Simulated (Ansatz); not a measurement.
# Cd (bcc type): how the settings move a single-point run

Question: which choices in the input matter for Cd (bcc type)?

Program: Ansatz 0.2.0. Level of theory: reference: DFT, PBEsol, PAW with Ansatz's default frozen-core files, scalar-relativistic. These are calculated values, not measurements.

## Step 1: The structure to begin with

The structure is cubic, space group Im-3m (No. 229). The conventional cell has a = 2.811 Å, b = 2.811 Å, c = 2.811 Å, α = 90.00°, β = 90.00°, γ = 90.00°. Cd (site symmetry m-3m) is surrounded by 8 Cd at 2.43 Å.

As a file:

```
CELL_PARAMETERS angstrom
-1.40568 1.40568 1.40568
1.40568 -1.40568 1.40568
1.40568 1.40568 -1.40568
ATOMIC_POSITIONS crystal
Cd 0.00000 0.00000 0.00000
```

## Step 2: Reference

input.yaml

```yaml
crystal:
  lattice:
    - [-1.4056830675, 1.4056830675, 1.4056830675]
    - [1.4056830675, -1.4056830675, 1.4056830675]
    - [1.4056830675, 1.4056830675, -1.4056830675]
  atoms:
    - { symbol: Cd, position: [0.0, 0.0, 0.0] }
kpoints:
  mp_grid: { grid: [15, 15, 15] }
scf:
  occupations: { method: fermi_dirac, width: 0.1 }
hamiltonian:
  xc: pbesol
  pseudopotentials: { kind: paw }
output:
  forces: true
  stress: true
  eigenvalues: true
  populations: true
```

Started as:

```console
> ansatz run input.yaml --threads 1 --pin off --max-ram 2048MiB --backend cpu --events-out ev --progress --plain --runs-dir out
```

## Step 3: Variant: mp_grid.shift [0.5, 0.5, 0.5], ecutwfc 350 eV

Edit input.yaml of step 2 so:

```diff
@@ -8,3 +8,3 @@
 kpoints:
-  mp_grid: { grid: [15, 15, 15] }
+  mp_grid: { grid: [15, 15, 15], shift: [0.5, 0.5, 0.5] }
 scf:
@@ -19 +19,7 @@
   populations: true
+  write_density: true
+  write_potential: true
+  elf: true
+  volumetric_format: npy
+basis:
+  ecutwfc: "350 eV"
```

Q: Predict the outcome of this session. Wanted: for each run, ending; energy change; pressure; gap; force.

As calculated:

| run | ending | energy change | pressure (GPa) | gap (eV) | force (eV/Å) | cycles | time |
| --- | --- | --- | --- | --- | --- | --- | --- |
| reference | converged | 0 | 218.5 | 0.00 | 0.00 | 6 | 2 s |
| 1: mp_grid.shift [0.5, 0.5, 0.5], ecutwfc 350 eV | converged | +12.1 meV/atom | 218.6 | 0.00 | 0.00 | 7 | 2.1 s |

Times don't compare one to one where runs were asked for different outputs or read a saved state (see the inputs); cycles may leave out searches for a lower state.

Residual by cycle in the longest SCF loop of each run; runs are numbered as in the table. The quantity is the density residual dr2, in eV.

```csv
cycle,reference,run 1
1,0.00116,0.00126
2,2.1e-4,2.3e-4
3,8.5e-5,1.1e-4
4,1.3e-5,1.7e-6
5,1.7e-6,1.7e-7
6,2.2e-8,1.8e-7
7,-,7.3e-9
```

**Reading.** Changing the k-point mesh and cutoff moves the energy by +12.1 meV/atom. More than one kind of setting changed, and this run alone doesn't tell their shares apart. The log warns that the cutoff is under what these potentials recommend, so the shift holds truncation error. Run 1 ran under the cutoff that the potentials recommend, as the log warns, so basis error is mixed into its values. The structure is not at rest: the sound run finds 219 GPa, so these are no properties of the relaxed crystal. 
